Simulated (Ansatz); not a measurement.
This script drives Ansatz 0.2.0, Python API.

The script reads `bh5ssi.xyz`:
```text
8

B    -0.94080    0.36720   -0.81440
Si    0.64120    0.32350    0.21440
S     1.10230   -1.72400    0.59760
H    -1.47080   -0.57230   -1.13940
H    -1.42690    1.45260   -1.16620
H     0.45220    1.05460    1.48560
H     1.76580    0.95720   -0.53570
H    -0.03100   -1.91590    1.30220
```

`bde.py`:
```python
'''Cost of removing each kind of hydrogen from BH5SSi, fragments frozen.'''

import logging
import sys

import ansatz as az

logging.basicConfig(stream=sys.stdout, format='[%(levelname)s] %(message)s')
logger = logging.getLogger('calc')
logger.setLevel(logging.INFO)

params = {
    'basis_set': 'def2-TZVP',
    'functional': 'pbe0',
}


def energy_of(molecule, charge=0, unpaired=0):
    calc = (
        molecule.calculation()
        .basis(gaussian=params['basis_set'])
        .functional(params['functional'])
        .scf(lower_state_search='standard')
    )
    if charge:
        calc = calc.charge(charge)
    if unpaired:
        calc = calc.spin('collinear', total=unpaired)
    return calc.run().report['free_energy_ev']

def without(molecule, index):
    rest = az.Crystal.molecule()
    for i, site in enumerate(molecule.cartesian_sites):
        if i != index:
            rest = rest.atom(site.symbol, site.position_ang)
    return rest

molecule = az.Crystal.molecule_from_extxyz('bh5ssi.xyz')

whole = energy_of(molecule, 0)
hydrogen = energy_of(az.Crystal.molecule().atom('H', (0, 0, 0)), 0, 1)
logger.info(f'E(molecule) = {whole:.5f} eV, E(H) = {hydrogen:.5f} eV')
for index in [4, 6, 7]:
    radical = energy_of(without(molecule, index), 0, 1)
    logger.info(f'H{index}: homolysis {96.485332 * (radical + hydrogen - whole):.1f} kJ/mol')
    anion = energy_of(without(molecule, index), -1)
    logger.info(f'H{index}: loss of a proton {96.485332 * (anion - whole):.1f} kJ/mol')
```

It is started by `python bde.py`. How long does it take on 1 thread of Arm Neoverse V2, with other jobs on the host, and how much memory does it need?

It took about 34 s, with a peak of 0.46 GiB, for 8 runs of the engine.

```console
$ python bde.py
[INFO] E(molecule) = -19462.56315 eV, E(H) = -13.63389 eV
[INFO] H4: homolysis 426.6 kJ/mol
[INFO] H4: loss of a proton 1699.0 kJ/mol
[INFO] H6: homolysis 352.5 kJ/mol
[INFO] H6: loss of a proton 1485.7 kJ/mol
[INFO] H7: homolysis 365.8 kJ/mol
[INFO] H7: loss of a proton 1452.0 kJ/mol
```

Reading the output:
- The settings weren't tested for convergence.
- The geometry is a force-field or estimated start, not a minimum of this method, and the basis set is short of its limit. All parts are taken at fixed geometry, without zero-point energy.
- Anions want diffuse functions, which this basis lacks.

(Lines on the test bed's own set-up are left out of the output.)
